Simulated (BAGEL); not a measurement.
# C2HAlCl2 (AlCl2(CCH)): HF/STO-3G (density fitting with qzvpp-jkfit)

Aim: the vertical ionisation energy of C2HAlCl2 (AlCl2(CCH)) at HF/STO-3G (density fitting with qzvpp-jkfit), from 2 runs. 

Program for the calculation: BAGEL 1.2.2.

1 further run of the same task is left out (set aside as unsound or not needed).

### Step 1. The molecule

C2HAlCl2: 6 atoms, total charge 0, spin state singlet. As SMILES, `C#[C][Al]([Cl])[Cl]`. Geometry: a GFN2-xTB relaxation, a rough one for these elements and not checked as a minimum.

Bond lengths: Al1–Cl2 2.026 Å, Al1–Cl3 2.027 Å, Al1–C4 1.938 Å, C4–C5 1.209 Å, C5–H6 1.055 Å. Angles: Cl2–Al1–Cl3 122.0°, Cl2–Al1–C4 119.0°, Cl3–Al1–C4 118.9°, Al1–C4–C5 179.9°, C4–C5–H6 179.9°.

### Step 2. A single-point energy at HF/STO-3G (density fitting with qzvpp-jkfit)

The input, job.json:

```json
{ "bagel": [

{
  "title": "molecule",
  "basis": "sto-3g",
  "df_basis": "qzvpp-jkfit",
  "angstrom": "true",
  "geometry": [
    { "atom": "Al", "xyz": [    0.607070,    1.058280,    0.009680 ] },
    { "atom": "Cl", "xyz": [    2.632720,    1.030540,    0.052430 ] },
    { "atom": "Cl", "xyz": [   -0.444300,    2.791600,   -0.020450 ] },
    { "atom": "C", "xyz": [   -0.356700,   -0.622610,   -0.003850 ] },
    { "atom": "C", "xyz": [   -0.957480,   -1.671150,   -0.013890 ] },
    { "atom": "H", "xyz": [   -1.481300,   -2.586660,   -0.023920 ] }
  ]
},
{
  "title": "hf"
},
{
  "title": "print",
  "file": "orbitals.molden",
  "orbitals": "true"
}

]}
```

The run is started by

```bash
$ BAGEL_NUM_THREADS=1 BAGEL job.json > job.out
```

What it wrote:

```text
* using 1 threads per process

  ===============================================================
  ===============================================================

  *** Geometry ***

  { "atom" : "Al", "xyz" : [      1.147196,      1.999859,      0.018293 ] },
  { "atom" : "Cl", "xyz" : [      4.975120,      1.947438,      0.099078 ] },
  { "atom" : "Cl", "xyz" : [     -0.839605,      5.275359,     -0.038645 ] },
  { "atom" : "C", "xyz" : [     -0.674065,     -1.176562,     -0.007275 ] },
  { "atom" : "C", "xyz" : [     -1.809375,     -3.158016,     -0.026248 ] },
  { "atom" : "H", "xyz" : [     -2.799251,     -4.888079,     -0.045202 ] },

  Number of auxiliary basis functions:      552

  Since a DF basis is specified, we compute 2- and 3-index integrals:
    o Being stored without compression. Storage requirement is 0.006 GB

  Number of basis functions:       38
  Number of electrons      :       60

    * METHOD: MOLECULE                             0.21

  *** RHF ***

  === Nuclear Repulsion ===
   273.6737246032

      * DIIS with orbital gradients will be used.

  === RHF iteration (sto-3g) ===
      0      -1223.60763248          0.01047500           0.05
      1      -1223.68458083          0.00291978           0.04
      2      -1223.68744549          0.00155486           0.04
      3      -1223.68826444          0.00038297           0.04
      4      -1223.68833837          0.00003929           0.04
      5      -1223.68833999          0.00002233           0.04
      6      -1223.68834075          0.00000817           0.04
      7      -1223.68834086          0.00000152           0.04
      8      -1223.68834086          0.00000025           0.04
      9      -1223.68834086          0.00000013           0.04
     10      -1223.68834086          0.00000003           0.04
     11      -1223.68834086          0.00000000           0.04
    * SCF iteration converged.

    * Permanent dipole moment:
           (    0.365712,     0.646272,     0.004852) a.u.

    * METHOD: HF                                   0.63

    * METHOD: PRINT                                0.00

  ===============================================================
```

Run time: 1 s. Hardware: 1 thread of Arm Neoverse V2, shared host; peak memory 0.082 GiB.

### Step 3. The doublet cation

The input, calc.json:

```json
{ "bagel" : [

{
  "title" : "molecule",
  "basis" : "sto-3g",
  "df_basis" : "qzvpp-jkfit",
  "angstrom" : true,
  "geometry" : [
    { "atom" : "Al", "xyz" : [    0.607070,    1.058280,    0.009680 ] },
    { "atom" : "Cl", "xyz" : [    2.632720,    1.030540,    0.052430 ] },
    { "atom" : "Cl", "xyz" : [   -0.444300,    2.791600,   -0.020450 ] },
    { "atom" : "C", "xyz" : [   -0.356700,   -0.622610,   -0.003850 ] },
    { "atom" : "C", "xyz" : [   -0.957480,   -1.671150,   -0.013890 ] },
    { "atom" : "H", "xyz" : [   -1.481300,   -2.586660,   -0.023920 ] }
  ]
},
{ "title" : "uhf", "charge" : 1, "nopen" : 1 },
{ "title" : "print", "file" : "orbitals.molden", "orbitals" : true }

]}
```

The run is started by

```bash
$ BAGEL_NUM_THREADS=1 BAGEL calc.json > calc.out
```

What it wrote:

```text
* using 1 threads per process

  ===============================================================
  ===============================================================

  *** Geometry ***

  { "atom" : "Al", "xyz" : [      1.147196,      1.999859,      0.018293 ] },
  { "atom" : "Cl", "xyz" : [      4.975120,      1.947438,      0.099078 ] },
  { "atom" : "Cl", "xyz" : [     -0.839605,      5.275359,     -0.038645 ] },
  { "atom" : "C", "xyz" : [     -0.674065,     -1.176562,     -0.007275 ] },
  { "atom" : "C", "xyz" : [     -1.809375,     -3.158016,     -0.026248 ] },
  { "atom" : "H", "xyz" : [     -2.799251,     -4.888079,     -0.045202 ] },

  Number of auxiliary basis functions:      552

  Since a DF basis is specified, we compute 2- and 3-index integrals:
    o Being stored without compression. Storage requirement is 0.006 GB

  Number of basis functions:       38
  Number of electrons      :       60

    * METHOD: MOLECULE                             0.21

  *** Open-shell HF ***

  === Nuclear Repulsion ===
   273.6737246032

      * DIIS with orbital gradients will be used.

  === UHF iteration (sto-3g) ===
      0      -1223.26388339          0.02465825           0.09
      1      -1223.38368256          0.00605431           0.09
      2      -1223.38835960          0.00278693           0.08
      3      -1223.38928991          0.00067049           0.08
      4      -1223.38941591          0.00018714           0.09
      5      -1223.38943935          0.00011522           0.09
      6      -1223.38946300          0.00007417           0.08
      7      -1223.38948261          0.00003688           0.09
      8      -1223.38950149          0.00000616           0.09
      9      -1223.38950637          0.00000568           0.09
     10      -1223.38951376          0.00000414           0.09
     11      -1223.38952063          0.00000369           0.09
     12      -1223.38953607          0.00000314           0.09
     13      -1223.38954503          0.00000217           0.09
     14      -1223.38954525          0.00000070           0.09
     15      -1223.38954525          0.00000027           0.09
     16      -1223.38954514          0.00000028           0.09
     17      -1223.38954527          0.00000006           0.09
     18      -1223.38954527          0.00000002           0.08
     19      -1223.38954527          0.00000001           0.09
    * SCF iteration converged.

    * S^2 (UHF) is 0.7595

    * Permanent dipole moment:
           (    2.289503,     4.004005,     0.032848) a.u.

    * METHOD: UHF                                  1.82

    * METHOD: PRINT                                0.00

  ===============================================================
```

It took 2.2 s on 1 thread of Arm Neoverse V2, shared host; peak memory 0.082 GiB.

### Step 4. What came out

Level: HF/STO-3G (density fitting with qzvpp-jkfit).

```
                                          quantity           value
                    singlet C2HAlCl2: total energy  -1223.68834 Eh
                   singlet C2HAlCl2: dipole moment          1.89 D
                     singlet C2HAlCl2: HOMO energy        -9.29 eV
                     singlet C2HAlCl2: LUMO energy         6.19 eV
                   singlet C2HAlCl2: HOMO–LUMO gap        15.48 eV
                      doublet cation: total energy  -1223.38955 Eh
                              doublet cation: ⟨S²⟩           0.759
vertical ionisation energy (to the doublet cation)        8.131 eV
```

In words: Removing an electron at fixed nuclei costs 8.13 eV (784 kJ/mol). The negative HOMO energy of the first species, 9.29 eV, lies 1.16 eV above that difference. In a minimal basis such a difference can be off by several eV, whatever the method.
